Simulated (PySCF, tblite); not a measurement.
# C₆H₁₁BClN: geometry, infrared bands and NMR shifts

Wanted: the infrared bands and NMR shifts of C₆H₁₁BClN (`C=C[C@@H]1C[C@H]1CNBCl`), by calculation.

The runs use tblite 0.8.0 and PySCF 2.14.0, with density-fitted response routines of our own; the level of theory stands in each step. All values are computed, except where a source is named. Atoms count from 0, in the outputs and in this text.

## 1. Starting geometry

20 atoms, charge 0, multiplicity 1; geometry from: force field or distance geometry start.

Bonds of the start (Å): C0–C1 1.33, C1–C2 1.50, C2–C3 1.49, C3–C4 1.49, C4–C5 1.51, C5–N6 1.46, N6–B7 1.54, B7–Cl8 1.86, C4–C2 1.50, C0–H9 1.09, C0–H10 1.10, C1–H11 1.10, C2–H12 1.10, C3–H13 1.11, C3–H14 1.14, C4–H15 1.11, C5–H16 1.12, C5–H17 1.10, N6–H18 1.04, B7–H19 1.19.

## 2. Optimising the geometry with GFN2-xTB

What the job is given:

```
{"job": {"kind": "relax", "xc": "GFN2-xTB", "basis": "xTB"}, "charge": 0, "multiplicity": 1}
C     -2.488000     1.360100    -1.655100
C     -1.996400     1.087700    -0.446200
C     -1.351700    -0.239800    -0.194900
C     -0.964900    -0.473300     1.228100
C      0.088500    -0.136300     0.223500
C      1.028800    -1.253900    -0.157500
N      2.349400    -0.892500     0.360500
B      2.727000     0.437900    -0.312900
Cl     4.189200     0.489100    -1.464300
H     -2.953700     2.338700    -1.782000
H     -2.448600     0.625400    -2.468700
H     -2.077400     1.856200     0.333500
H     -1.598400    -1.104800    -0.833700
H     -1.027400    -1.536900     1.548500
H     -1.268500     0.309700     1.992800
H      0.520500     0.889300     0.258600
H      1.059600    -1.334100    -1.275800
H      0.652600    -2.209100     0.230300
H      3.057400    -1.624800     0.156800
H      2.496800     1.422000     0.313500
```

Run with:

```console
$ OMP_NUM_THREADS=1 python probes_run.py task.json out
```

The driver reads the jobs from task.json and runs them one after another.

**Question.** This job is followed by: GFN2-xTB harmonic vibrations, gas phase; GIAO PBE0/pcSseg-1 NMR shielding, non-relativistic, gas phase. What will the session give for the following? strongest single infrared mode (GFN2-xTB); zero-point energy (GFN2-xTB); ¹³C shifts against TMS (PBE0/pcSseg-1); ¹H shifts against TMS (PBE0/pcSseg-1); ¹⁵N shifts against NH3 (PBE0/pcSseg-1); ¹¹B shifts against BF3·OEt2 (PBE0/pcSseg-1); ³⁵Cl shifts against HCl (PBE0/pcSseg-1).

The runs gave:

| quantity | value |
| --- | --- |
| strongest single infrared mode (GFN2-xTB) | 1459 cm⁻¹, 375 km/mol |
| zero-point energy (GFN2-xTB) | 101.2 kcal/mol |
| ¹³C shifts against TMS (PBE0/pcSseg-1) | 149.6, 119.5, 54.9, 27.2, 25.2, 15.1 ppm |
| ¹H shifts against TMS (PBE0/pcSseg-1) | 5.51, 5.43, 5.28, 4.99, 4.46, 3.99, 2.31, 1.15, 0.84, 0.61, 0.56 ppm |
| ¹⁵N shifts against NH3 (PBE0/pcSseg-1) | 144.5 ppm |
| ¹¹B shifts against BF3·OEt2 (PBE0/pcSseg-1) | 32.0 ppm |
| ³⁵Cl shifts against HCl (PBE0/pcSseg-1) | 102 ppm |

In words: Over 210 steps the energy fell by 1.934 eV; of the close pairs, N6–B7 changed most, 1.538 to 1.379 Å. No mode is imaginary among the 54: a minimum at this level. The strongest single mode, at 1459 cm⁻¹, is carried by N6, B7, H18. GFN2-xTB is a fitted tight-binding method: band positions and strengths are rough. Its intensities can rank the bands wrongly. C1 (alkene CH) lies farthest downfield among carbon, at 149.6 ppm; as expected for a trigonal carbon in a double bond. At PBE0/pcSseg-1: Shielding is most anisotropic at Cl8 (span 343 ppm, paramagnetic term -298 ppm).
